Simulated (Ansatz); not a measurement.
Predict the output of the script below (Ansatz's Python interface).

`cohesive_licd3.py`
```python
from collections import Counter
import warnings

import ansatz as az

PHASES = {
    "LiCd3": (
        [(0.0, 3.39671, 3.39671), (3.39671, 0.0, 3.39671), (3.39671, 3.39671, 0.0)],
        [
            ("Li", (0.0, 0.0, 0.0)),
            ("Cd", (0.25, 0.25, 0.25)),
            ("Cd", (0.75, 0.75, 0.75)),
            ("Cd", (0.5, 0.5, 0.5)),
        ],
    ),
}


def build(vectors, sites):
    crystal = az.Crystal(lattice=az.Lattice.of(vectors))
    for symbol, position in sites:
        crystal = crystal.atom(symbol, position)
    return crystal


def counts(outcome):
    return Counter(site.symbol for site in outcome.lattice.sites)

UNPAIRED = {"Li": 1, "Cd": 0}  # unpaired electrons of the free atoms


def ground_state(name, crystal):
    calc = (
        crystal.calculation()
        .functional("lda")
        .basis(500)
        .kpoints(spacing=0.27)
        .occupations("gaussian", width=0.02)
    )
    if name.endswith(" atom"):
        calc = calc.kpoints(1, 1, 1).occupations("fermi_dirac", width=0.01)
        if UNPAIRED[name.split()[0]]:
            calc = calc.spin("collinear")
        return calc.run(threads=1)
    calc = calc.relax(force_tolerance=0.01, max_steps=60, cell=True)
    return calc.run(threads=1)

warnings.simplefilter("ignore", az.DeckWarning)

phases = {name: build(*cell) for name, cell in PHASES.items()}
for element, moment in UNPAIRED.items():
    phases[f"{element} atom"] = az.Lattice.orthorhombic(9.0, 9.5, 10.0).atom(element, (0.5, 0.5, 0.5), moment=moment or None)

done = {}
for name, crystal in phases.items():
    done[name] = ground_state(name, crystal)
    print(f"{name}: {done[name].report['energy_sigma0_ev']:.4f} eV, {len(done[name].lattice.sites)} atoms")

print({element: round(done[f"{element} atom"].report["magnetization_mub"], 2) for element in UNPAIRED}, "muB on the free atoms")
solid = done["LiCd3"]
n = counts(solid)
binding = (sum(k * done[f"{e} atom"].report["energy_sigma0_ev"] for e, k in n.items()) - solid.report["energy_sigma0_ev"]) / sum(n.values())
print(f"cohesive energy {binding:.3f} eV/atom = {96.4853 * binding:.0f} kJ/mol of atoms (no zero-point energy)")
```

```console
$ python cohesive_licd3.py
LiCd3: -24556.1350 eV, 4 atoms
Li atom: -199.8760 eV, 1 atoms
Cd atom: -8116.3697 eV, 1 atoms
{'Li': 1.0, 'Cd': 0.0} muB on the free atoms
cohesive energy 1.787 eV/atom = 172 kJ/mol of atoms (no zero-point energy)
```

Notes:
- Total energies depend on the potentials; only differences at equal settings carry meaning.
- The magnetic order follows from the starting moments and needn't be the lowest.
- For the metals among these phases the mesh is modest: differences between phases can be off by up to 40 meV an atom.
- The cells come from databases of deposited and of computed structures, and not all need be stable phases.
- Free atoms in a box carry small image and symmetry errors, and spin-orbit coupling is left out.
- The whole script took 16 s on 1 thread of AMD EPYC 7B13 (Zen 3) (shared host), peak memory 0.75 GiB.

(Lines on the test bed's own set-up are left out of the output.)
